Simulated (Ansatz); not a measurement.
# SiHF3: one structure at several levels

The task here is to estimate one member of a computed series from the others.

Program: Ansatz 0.2.0, Gaussian basis. Level of theory: single points in def2-TZVPP. These are calculated values, not measurements.

Correlated methods freeze the cores.

## Where the work starts

SMILES `F[SiH](F)F`, 5 atoms, charge 0, spin multiplicity 1.

Atoms are counted from 1 here; the program's logs count them from 0.

Bond lengths: F1–Si2 1.668 Å, Si2–F3 1.708 Å, Si2–F4 1.628 Å, Si2–H5 1.410 Å. Angles: F1–Si2–F3 108.0°, F1–Si2–F4 103.9°, F1–Si2–H5 110.4°, F3–Si2–F4 103.8°, F3–Si2–H5 116.4°, F4–Si2–H5 113.4°.

Coordinates:

| atom | x (Å) | y (Å) | z (Å) |
| --- | --- | --- | --- |
| F1 | -0.4446 | -0.0731 | 1.5981 |
| Si2 | 0.1207 | 0.0236 | 0.0318 |
| F3 | -0.6440 | 1.3500 | -0.7243 |
| F4 | -0.5369 | -1.2725 | -0.7011 |
| H5 | 1.5307 | 0.0195 | 0.0164 |

The first run:

run/in.yaml

```yaml
crystal:
  periodic: [false, false, false]
  atoms:
    - {symbol: F, position_ang: [-0.444600, -0.073100, 1.598100]}
    - {symbol: Si, position_ang: [0.120700, 0.023600, 0.031800]}
    - {symbol: F, position_ang: [-0.644000, 1.350000, -0.724300]}
    - {symbol: F, position_ang: [-0.536900, -1.272500, -0.701100]}
    - {symbol: H, position_ang: [1.530700, 0.019500, 0.016400]}
basis:
  gaussian: {orbitals: def2-TZVPP}
correlation: {method: ccsd_t}
output: {forces: true}
```

No record of the launch command was kept for these runs.

Among the steps run: CCSD(T)/def2-TZVPP; PBE0-D4/def2-TZVPP; wB97M-V/def2-TZVPP; r2SCAN-D4/def2-TZVPP; PBE-D4/def2-TZVPP; revPBE-D4/def2-TZVPP; r2SCAN0-D4/def2-TZVPP.

One of the session's tables, all rows but one given; the rest of the session is left out.

```
    method  RMS force component (eV/Å)  angle to CCSD(T) forces (°)  dipole (D)
   CCSD(T)                       1.900                    reference        2.36
   PBE0-D4                       1.893                          1.4        2.37
   wB97M-V                       1.786                          0.7        2.35
 r2SCAN-D4                       1.848                          1.4        2.27
    PBE-D4                       1.595                          7.6        2.20
 revPBE-D4                       1.527                          9.3        2.17
r2SCAN0-D4                           ?                            ?           ?
```

**Question.** Estimate the row for r2SCAN0-D4.

The run gave: RMS force component (eV/Å): 2.048; angle to CCSD(T) forces (°): 2.4; dipole (D): 2.41. In the column «RMS force component (eV/Å)» it is the highest.
